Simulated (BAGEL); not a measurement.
# B2H3BrO (SMILES BOBBr): HF/6-31G(d) (density fitting with qzvpp-jkfit, spherical functions)

What is the energy change on altering one bond length of B2H3BrO at HF/6-31G* (density fitting with qzvpp-jkfit, spherical functions)? 

Program for the calculation: BAGEL 1.2.2.

8 further runs of the same task are left out: 6 that didn't finish, 2 set aside as unsound or not needed. Runs told in other sessions of the task aren't counted.

### Step 1. Starting point

The species is B2H3BrO (7 atoms), meant as a singlet with charge 0. As SMILES, `BOBBr`. The shape is that of a GFN2-xTB optimisation. This is one conformer, not always the lowest.

Bond lengths: B1–O2 1.304 Å, O2–B3 1.292 Å, B3–Br4 1.896 Å, B1–H5 1.176 Å, B1–H6 1.176 Å, B3–H7 1.177 Å. Angles: B1–O2–B3 176.7°, O2–B3–Br4 118.9°, O2–B1–H5 118.8°, O2–B1–H6 119.0°, O2–B3–H7 122.5°, Br4–B3–H7 118.6°, H5–B1–H6 122.2°.

### Step 2. The energy at HF/6-31G(d) (density fitting with qzvpp-jkfit, spherical functions)

File calc.json:

```json
{ "bagel": [

{
  "title": "molecule",
  "basis": "6-31gs.json",
  "df_basis": "qzvpp-jkfit",
  "angstrom": true,
  "geometry": [
    { "atom": "B", "xyz": [   -0.183650,    1.345300,    0.024420 ] },
    { "atom": "O", "xyz": [    0.052300,    0.070270,   -0.116360 ] },
    { "atom": "B", "xyz": [    0.254090,   -1.203360,   -0.189940 ] },
    { "atom": "Br", "xyz": [   -0.363800,   -2.312670,    1.217990 ] },
    { "atom": "H", "xyz": [    0.617310,    2.013940,    0.567060 ] },
    { "atom": "H", "xyz": [   -1.184990,    1.789900,   -0.404030 ] },
    { "atom": "H", "xyz": [    0.808730,   -1.703390,   -1.099150 ] }
  ]
},
{
  "title": "hf"
},
{
  "title": "print",
  "file": "orbitals.molden",
  "orbitals": true
}

]}
```

The basis set 6-31G* is read from a file made from the Basis Set Exchange's data (not shown).

Launch:

```
BAGEL_NUM_THREADS=1 BAGEL calc.json > calc.out
```

Standard output:

```text
* using 1 threads per process

  ===============================================================
  ===============================================================

  *** Geometry ***

  { "atom" : "B", "xyz" : [     -0.347048,      2.542249,      0.046147 ] },
  { "atom" : "O", "xyz" : [      0.098833,      0.132791,     -0.219889 ] },
  { "atom" : "B", "xyz" : [      0.480161,     -2.274021,     -0.358935 ] },
  { "atom" : "Br", "xyz" : [     -0.687482,     -4.370313,      2.301668 ] },
  { "atom" : "H", "xyz" : [      1.166547,      3.805795,      1.071588 ] },
  { "atom" : "H", "xyz" : [     -2.239307,      3.382421,     -0.763506 ] },
  { "atom" : "H", "xyz" : [      1.528278,     -3.218941,     -2.077092 ] },

  Number of auxiliary basis functions:      547

  Since a DF basis is specified, we compute 2- and 3-index integrals:
    o Being stored without compression. Storage requirement is 0.028 GB

  Number of basis functions:       80
  Number of electrons      :       56

    * METHOD: MOLECULE                             0.33

  *** RHF ***

  === Nuclear Repulsion ===
   194.9871745333

      * DIIS with orbital gradients will be used.

  === RHF iteration (6-31gs.json) ===
      0      -2698.04785757          0.01743070           0.09
      1      -2698.14126738          0.01171472           0.09
      2      -2698.18805891          0.00137399           0.09
      3      -2698.18936686          0.00030792           0.09
      4      -2698.18941713          0.00009201           0.09
      5      -2698.18942514          0.00002300           0.09
      6      -2698.18942602          0.00000656           0.09
      7      -2698.18942608          0.00000159           0.09
      8      -2698.18942609          0.00000052           0.09
      9      -2698.18942609          0.00000021           0.09
     10      -2698.18942609          0.00000005           0.09
     11      -2698.18942609          0.00000001           0.09
     12      -2698.18942609          0.00000001           0.08
    * SCF iteration converged.

    * Permanent dipole moment:
           (   -0.156539,    -0.423969,     0.391042) a.u.

    * METHOD: HF                                   1.40

    * METHOD: PRINT                                0.02

  ===============================================================
```

Run time: 1.9 s. Hardware: 1 thread of Arm Neoverse V1, shared host; peak memory 0.13 GiB.

### Step 3. The distorted shape

File input.json:

```json
{ "bagel" : [

{
  "title" : "molecule",
  "basis" : "6-31gs.json",
  "df_basis" : "qzvpp-jkfit",
  "angstrom" : true,
  "geometry" : [
    { "atom" : "B", "xyz" : [   -0.849239,    1.945355,    1.115507 ] },
    { "atom" : "O", "xyz" : [   -0.613289,    0.670325,    0.974727 ] },
    { "atom" : "B", "xyz" : [   -0.411499,   -0.603305,    0.901147 ] },
    { "atom" : "Br", "xyz" : [   -1.029389,   -1.712615,    2.309077 ] },
    { "atom" : "H", "xyz" : [   -0.048279,    2.613995,    1.658147 ] },
    { "atom" : "H", "xyz" : [   -1.850579,    2.389955,    0.687057 ] },
    { "atom" : "H", "xyz" : [    0.808730,   -1.703390,   -1.099150 ] }
  ]
},
{
  "title" : "hf"
},
{
  "title" : "print",
  "file" : "orbitals.molden",
  "orbitals" : true
}

]}
```

The basis set 6-31G* is read from a file made from the Basis Set Exchange's data (not shown).

Launch:

```
BAGEL_NUM_THREADS=1 BAGEL input.json > input.out
```

Standard output:

```text
* using 1 threads per process

  ===============================================================
  ===============================================================

  *** Geometry ***

  { "atom" : "B", "xyz" : [     -1.604829,      3.676188,      2.108003 ] },
  { "atom" : "O", "xyz" : [     -1.158948,      1.266731,      1.841967 ] },
  { "atom" : "B", "xyz" : [     -0.777620,     -1.140081,      1.702921 ] },
  { "atom" : "Br", "xyz" : [     -1.945263,     -3.236373,      4.363523 ] },
  { "atom" : "H", "xyz" : [     -0.091234,      4.939735,      3.133444 ] },
  { "atom" : "H", "xyz" : [     -3.497087,      4.516360,      1.298350 ] },
  { "atom" : "H", "xyz" : [      1.528278,     -3.218941,     -2.077092 ] },

  Number of auxiliary basis functions:      547

  Since a DF basis is specified, we compute 2- and 3-index integrals:
    o Being stored without compression. Storage requirement is 0.028 GB

  Number of basis functions:       80
  Number of electrons      :       56

    * METHOD: MOLECULE                             0.33

  *** RHF ***

  === Nuclear Repulsion ===
   190.6115331390

      * DIIS with orbital gradients will be used.

  === RHF iteration (6-31gs.json) ===
      0      -2697.85311996          0.01704552           0.09
      1      -2697.94645667          0.01182103           0.09
      2      -2697.99427047          0.00142446           0.09
      3      -2697.99608250          0.00033621           0.09
      4      -2697.99615759          0.00012128           0.08
      5      -2697.99617210          0.00002795           0.09
      6      -2697.99617315          0.00001051           0.08
      7      -2697.99617323          0.00000366           0.09
      8      -2697.99617324          0.00000149           0.09
      9      -2697.99617324          0.00000052           0.08
     10      -2697.99617324          0.00000015           0.09
     11      -2697.99617324          0.00000006           0.09
     12      -2697.99617324          0.00000002           0.09
     13      -2697.99617324          0.00000001           0.08
    * SCF iteration converged.

    * Permanent dipole moment:
           (    0.428672,    -0.828738,    -0.598146) a.u.

    * METHOD: HF                                   1.48

    * METHOD: PRINT                                0.02

  ===============================================================
```

It took 2 s on 1 thread of Arm Neoverse V1, shared host; peak memory 0.13 GiB.

### Step 4. What came out

Level: HF/6-31G* (density fitting with qzvpp-jkfit, spherical functions).

```
                                                         quantity           value
                                        first shape: total energy  -2698.18943 Eh
                                       first shape: dipole moment          1.52 D
                                         first shape: HOMO energy       -11.34 eV
                                         first shape: LUMO energy         3.32 eV
                                       first shape: HOMO–LUMO gap        14.66 eV
                                    distorted shape: total energy  -2697.99617 Eh
                                   distorted shape: dipole moment          2.82 D
                                     distorted shape: HOMO energy        -8.54 eV
                                     distorted shape: LUMO energy         0.57 eV
                                   distorted shape: HOMO–LUMO gap         9.11 eV
energy change with the B3–H7 bond stretched from 1.177 to 2.589 Å        5.259 eV
```

With the B3–H7 bond stretched from 1.177 to 2.589 Å the energy rises by 5.26 eV (121 kcal/mol). The first shape isn't relaxed at this level, so the change isn't measured from a minimum. A restricted reference can't describe the breaking bond well at this length.
